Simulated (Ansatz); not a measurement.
# BClH2OSSi: small, medium and large basis sets

An exercise on one series of results from a longer session: the logs are not shown, and one member is left open.

The runs use Ansatz 0.2.0, Gaussian basis; one geometry, several basis sets.

The runs, in order: PBE0-D4/def2-SVP; ωB97M-V/def2-SVP; PBE0-D4/def2-QZVPP; ωB97M-V/def2-QZVPP; the functionals' def2-TZVPP values are taken from earlier runs.

### The geometry

An earlier PBE0-D4 in a triple-zeta def2 set relaxation fixed the geometry.

SMILES `ClB1O[SiH2]S1`, 7 atoms, charge 0, spin multiplicity 1.

Atoms are counted from 1 here; the program's logs count them from 0.

Bond lengths: Cl1–B2 1.739 Å, B2–O3 1.368 Å, B2–S5 1.842 Å, O3–Si4 1.684 Å, Si4–S5 2.129 Å, Si4–H6 1.478 Å, Si4–H7 1.478 Å. Angles: Cl1–B2–O3 123.7°, Cl1–B2–S5 126.0°, O3–B2–S5 110.4°, B2–O3–Si4 94.1°, O3–Si4–S5 87.2°, O3–Si4–H6 111.9°, O3–Si4–H7 111.9°, S5–Si4–H6 116.0°, S5–Si4–H7 116.0°, H6–Si4–H7 111.5°, B2–S5–Si4 68.4°.

Set-up of the first run:

in.yaml

```yaml
crystal:
  periodic: [false, false, false]
  atoms:
    - {symbol: Cl, position_ang: [-1.934742, -1.985499, -0.972075]}
    - {symbol: B, position_ang: [-0.824533, -0.751229, -0.455168]}
    - {symbol: O, position_ang: [0.180384, -0.965353, 0.448476]}
    - {symbol: Si, position_ang: [0.734924, 0.623255, 0.388737]}
    - {symbol: S, position_ang: [-0.815505, 1.001292, -1.021207]}
    - {symbol: H, position_ang: [0.603629, 1.303209, 1.694977]}
    - {symbol: H, position_ang: [2.117144, 0.706326, -0.129340]}
basis:
  gaussian: {orbitals: def2-SVP}
hamiltonian: {xc: pbe0, dispersion: d4}
output: {orbitals: {seedname: orbitals}}
```

Started as:

```sh
$ ansatz run in.yaml --threads 2 --pin off --events-out ev --progress --plain --max-ram 4352MiB
```

Among the steps run: PBE0-D4 in def2-SVP; ωB97M-V in def2-SVP; PBE0-D4 in def2-QZVPP; ωB97M-V in def2-QZVPP.

One table of the session follows, with a row left open; its other results are not shown here.

```
functional       basis  HOMO (eV)
   PBE0-D4    def2-SVP      -8.02
   PBE0-D4  def2-TZVPP      -8.10
   PBE0-D4  def2-QZVPP      -8.13
   ωB97M-V    def2-SVP          ?
   ωB97M-V  def2-TZVPP     -10.23
   ωB97M-V  def2-QZVPP     -10.27
```

Estimate the missing values for ωB97M-V, def2-SVP.

The run gave: HOMO (eV): -10.10. In the column «HOMO (eV)» it lies between ωB97M-V, def2-TZVPP (-10.23) and PBE0-D4, def2-QZVPP (-8.13).
